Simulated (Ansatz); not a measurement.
# CH₄FOSi radical: how energies converge with the basis set

The task here is to estimate one member of a computed series from the others.

Computed with Ansatz 0.2.0, Gaussian basis. Level: one geometry, several basis sets.

Plan: PBE0-D4/def2-SVP; ωB97M-V/def2-SVP; PBE0-D4/def2-QZVPP; ωB97M-V/def2-QZVPP; the functionals' def2-TZVPP values are taken from earlier runs.

**The geometry**

All runs share one geometry, relaxed beforehand with PBE0-D4 in a triple-zeta def2 set.

SMILES `C[Si](O)F`, 8 atoms, charge 0, spin multiplicity 2.

Atoms are counted from 1 here; the program's logs count them from 0.

Bond lengths: C1–Si2 1.860 Å, C1–H5 1.094 Å, C1–H6 1.091 Å, C1–H7 1.091 Å, Si2–O3 1.643 Å, Si2–F4 1.609 Å, O3–H8 0.959 Å. Angles: Si2–C1–H5 108.9°, Si2–C1–H6 110.4°, Si2–C1–H7 110.8°, H5–C1–H6 108.8°, H5–C1–H7 108.9°, H6–C1–H7 108.9°, C1–Si2–O3 106.6°, C1–Si2–F4 108.5°, O3–Si2–F4 109.2°, Si2–O3–H8 118.3°.

As a file:

```tsv
atom	x (Å)	y (Å)	z (Å)
C1	-0.71808	0.88267	-0.03370
Si2	-0.07286	-0.86122	0.00574
O3	1.38377	-0.80513	0.76281
F4	0.13721	-1.36356	-1.50853
H5	0.01006	1.51857	-0.54639
H6	-0.86172	1.25888	0.98041
H7	-1.66848	0.93195	-0.56705
H8	1.88229	-1.61916	0.85091
```

Set-up of the first run:

in.yaml reads:

```yaml
crystal:
  periodic: [false, false, false]
  atoms:
    - {symbol: C, position_ang: [-0.718080, 0.882669, -0.033695]}
    - {symbol: Si, position_ang: [-0.072865, -0.861223, 0.005739]}
    - {symbol: O, position_ang: [1.383775, -0.805129, 0.762813]}
    - {symbol: F, position_ang: [0.137212, -1.363562, -1.508532]}
    - {symbol: H, position_ang: [0.010059, 1.518574, -0.546390]}
    - {symbol: H, position_ang: [-0.861716, 1.258881, 0.980412]}
    - {symbol: H, position_ang: [-1.668477, 0.931950, -0.567055]}
    - {symbol: H, position_ang: [1.882291, -1.619161, 0.850910]}
basis:
  gaussian: {orbitals: def2-SVP}
magnetization: {spin_polarized: true, initial_magnetization: 1}
hamiltonian: {xc: pbe0, dispersion: d4}
output: {orbitals: {seedname: orbitals}}
```

Command:

```sh
$ ansatz run in.yaml --threads 4 --pin off --events-out ev --progress --plain --max-ram 10444MiB
```

Steps of the session up to this table: PBE0-D4 in def2-SVP; ωB97M-V in def2-SVP; PBE0-D4 in def2-QZVPP; ωB97M-V in def2-QZVPP.

One of the session's tables, all rows but one given; the rest of the session is left out.

It belongs to the step «Density functionals: the series». 

```
functional       basis  HOMO (eV)  LUMO (eV)
   PBE0-D4    def2-SVP      -5.79      -1.86
   PBE0-D4  def2-TZVPP          ?          ?
   PBE0-D4  def2-QZVPP      -5.98      -2.02
   ωB97M-V    def2-SVP      -7.56      -0.23
   ωB97M-V  def2-TZVPP      -7.71      -0.37
   ωB97M-V  def2-QZVPP      -7.77      -0.53
```

Q: Estimate the row for PBE0-D4, def2-TZVPP from the others.

**Answer.** HOMO (eV): -5.93; LUMO (eV): -1.92. In the column «HOMO (eV)» it lies between PBE0-D4, def2-QZVPP (-5.98) and PBE0-D4, def2-SVP (-5.79).
